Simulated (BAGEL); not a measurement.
# C2HF5 (pentafluoroethane), step by step

We compute a single-point energy (HF/6-31G*), then the energy (NEVPT2(2,2)/6-31G*) of C2HF5 (pentafluoroethane). 

Program for the calculation: BAGEL 1.2.2.

### 1 The structure to begin with

C2HF5 has 8 atoms, charge 0, and is taken as a singlet. SMILES: `FC(F)C(F)(F)F`. Geometry: relaxed at PBE0-D4/def2-TZVP.

Bond lengths: F1–C2 1.342 Å, C2–F3 1.342 Å, C2–C4 1.535 Å, C4–F5 1.331 Å, C4–F6 1.325 Å, C4–F7 1.331 Å, C2–H8 1.094 Å. Some angles: F1–C2–F3 109.0°, F1–C2–C4 109.0°, F3–C2–C4 109.0°, C2–C4–F5 109.6°, C2–C4–F6 111.5°, C2–C4–F7 109.6°, F5–C4–F6 108.8°, F5–C4–F7 108.5°, F6–C4–F7 108.8°, F1–C2–H8 109.7°.

### 2 A single-point energy at HF/6-31G(d) (density fitting with svp-jkfit, spherical functions) (run 1)

Contents of input.json:

```json
{ "bagel": [

{
  "title": "molecule",
  "basis": "6-31gs.json",
  "df_basis": "svp-jkfit",
  "angstrom": "false",
  "geometry": [
    { "atom": "F", "xyz": [     2.09553242,    -1.04669851,     2.33273840 ] },
    { "atom": "C", "xyz": [     0.36278584,    -1.34279970,     0.50482522 ] },
    { "atom": "F", "xyz": [    -1.72014588,    -2.38914106,     1.50382893 ] },
    { "atom": "C", "xyz": [    -0.31734171,     1.25957805,    -0.57910657 ] },
    { "atom": "F", "xyz": [     1.73516542,     2.31979000,    -1.57467099 ] },
    { "atom": "F", "xyz": [    -1.23616434,     2.77791630,     1.18680470 ] },
    { "atom": "F", "xyz": [    -2.03687910,     0.99195504,    -2.39560581 ] },
    { "atom": "H", "xyz": [     1.11708892,    -2.57081932,    -0.97870428 ] }
  ]
},

{ "title": "hf" },

{ "title": "print", "file": "orbitals.molden", "orbitals": "true" }

]}
```

The basis set 6-31G* is read from a file made from the Basis Set Exchange's data (not shown).

On the command line:

```console
$ BAGEL_NUM_THREADS=1 BAGEL input.json > input.out
```

Log:

```text
* using 1 threads per process

  ===============================================================
  ===============================================================

  *** Geometry ***

  { "atom" : "F", "xyz" : [      2.095532,     -1.046699,      2.332738 ] },
  { "atom" : "C", "xyz" : [      0.362786,     -1.342800,      0.504825 ] },
  { "atom" : "F", "xyz" : [     -1.720146,     -2.389141,      1.503829 ] },
  { "atom" : "C", "xyz" : [     -0.317342,      1.259578,     -0.579107 ] },
  { "atom" : "F", "xyz" : [      1.735165,      2.319790,     -1.574671 ] },
  { "atom" : "F", "xyz" : [     -1.236164,      2.777916,      1.186805 ] },
  { "atom" : "F", "xyz" : [     -2.036879,      0.991955,     -2.395606 ] },
  { "atom" : "H", "xyz" : [      1.117089,     -2.570819,     -0.978704 ] },

  Number of auxiliary basis functions:      553

  Since a DF basis is specified, we compute 2- and 3-index integrals:
    o Being stored without compression. Storage requirement is 0.044 GB

  Number of basis functions:      100
  Number of electrons      :       58

    * METHOD: MOLECULE                             0.35

  *** RHF ***

  === Nuclear Repulsion ===
   360.7062294613

      * DIIS with orbital gradients will be used.

  === RHF iteration (6-31gs.json) ===
      0       -573.12172668          0.02461060           0.14
      1       -573.35288714          0.01705851           0.14
      2       -573.50696921          0.00124438           0.14
      3       -573.50888505          0.00021524           0.14
      4       -573.50894642          0.00007870           0.14
      5       -573.50895511          0.00002549           0.14
      6       -573.50895580          0.00000853           0.14
      7       -573.50895587          0.00000152           0.14
      8       -573.50895587          0.00000050           0.14
      9       -573.50895587          0.00000020           0.14
     10       -573.50895587          0.00000004           0.14
     11       -573.50895587          0.00000002           0.14
     12       -573.50895587          0.00000001           0.14
    * SCF iteration converged.

    * Permanent dipole moment:
           (   -0.243478,     0.424501,     0.433089) a.u.

    * METHOD: HF                                   2.05

    * METHOD: PRINT                                0.01

  ===============================================================
```

Wall time 2.6 s (1 thread of Arm Neoverse V2, shared host); peak memory 0.16 GiB.

### 3 A single-point energy at NEVPT2(2,2)/6-31G(d) (density fitting with svp-jkfit, spherical functions) (run 2)

input.json: that of step 2 with these lines changed.

```diff
@@ -6,3 +6,3 @@
   "df_basis": "svp-jkfit",
-  "angstrom": "false",
+  "angstrom": false,
   "geometry": [
@@ -21,3 +21,7 @@
 
-{ "title": "print", "file": "orbitals.molden", "orbitals": "true" }
+{ "title": "casscf", "nstate": 1, "nact": 2, "nclosed": 28, "active": [13, 33], "maxiter": 200, "natocc": true },
+
+{ "title": "nevpt2", "nstate": 1, "nact": 2, "nclosed": 28, "active": [13, 33], "maxiter": 200, "natocc": true, "ncore": 7 },
+
+{ "title": "print", "file": "orbitals.molden", "orbitals": true }
```

The basis set 6-31G* is read from a file made from the Basis Set Exchange's data (not shown).

On the command line:

```console
$ BAGEL_NUM_THREADS=1 BAGEL input.json > input.out
```

Log:

```text
* using 1 threads per process

  ===============================================================
  ===============================================================

  *** Geometry ***

  { "atom" : "F", "xyz" : [      2.095532,     -1.046699,      2.332738 ] },
  { "atom" : "C", "xyz" : [      0.362786,     -1.342800,      0.504825 ] },
  { "atom" : "F", "xyz" : [     -1.720146,     -2.389141,      1.503829 ] },
[... 4 lines of this table left out ...]
  { "atom" : "H", "xyz" : [      1.117089,     -2.570819,     -0.978704 ] },

  Number of auxiliary basis functions:      553

  Since a DF basis is specified, we compute 2- and 3-index integrals:
    o Being stored without compression. Storage requirement is 0.044 GB

  Number of basis functions:      100
  Number of electrons      :       58

    * METHOD: MOLECULE                             0.35

  *** RHF ***

[... 11 lines left out ...]
    * SCF iteration converged.
[... 1 line left out ...]
    * Permanent dipole moment:
[... 27 lines left out ...]
    * Second-order optimization converged. *

     guess   0:   closed 1.                   open ..

  === FCI iteration ===

      0  0      -573.50880010     9.32e-02      0.00
      1  0      -573.52705142     6.53e-04      0.00
      2  0 *    -573.52705295     1.21e-15      0.00

     * ci vector, state   0, <S^2> = 0.0000
       2.     0.9952373631
       .2    -0.0974812342

    * METHOD: CASSCF                               6.63

    * freezing 7 orbitals

  === DF-NEVPT2 calculation ===

    * 3-index integral transformation done
    * assembly done

      NEVPT2 correlation energy:   -1.0651616122      0.42

          (+0)     -0.9798325505
          (+0)'    -0.0218505606
          (+1)     -0.0166142556
          (+1)'    -0.0000000000
          (+2)     -0.0002552314
          (-1)     -0.0388883854
          (-1)'     0.0000000000
          (-2)     -0.0077206287

      NEVPT2 total energy:       -574.5922145595

    * METHOD: NEVPT2                               0.70

    * METHOD: PRINT                                0.01

  ===============================================================
```

Run time: 9.9 s. Hardware: 1 thread of Arm Neoverse V2, shared host; peak memory 0.17 GiB.

### 4 What came out

| quantity | value |
| --- | --- |
| run 1, HF/6-31G*: total energy | -573.50896 Eh |
| run 1, HF/6-31G*: dipole moment | 1.66 D |
| run 1, HF/6-31G*: HOMO energy | -14.94 eV |
| run 1, HF/6-31G*: LUMO energy | 6.64 eV |
| run 1, HF/6-31G*: HOMO–LUMO gap | 21.59 eV |
| run 2, NEVPT2(2,2)/6-31G*: total energy | -574.59221 Eh |
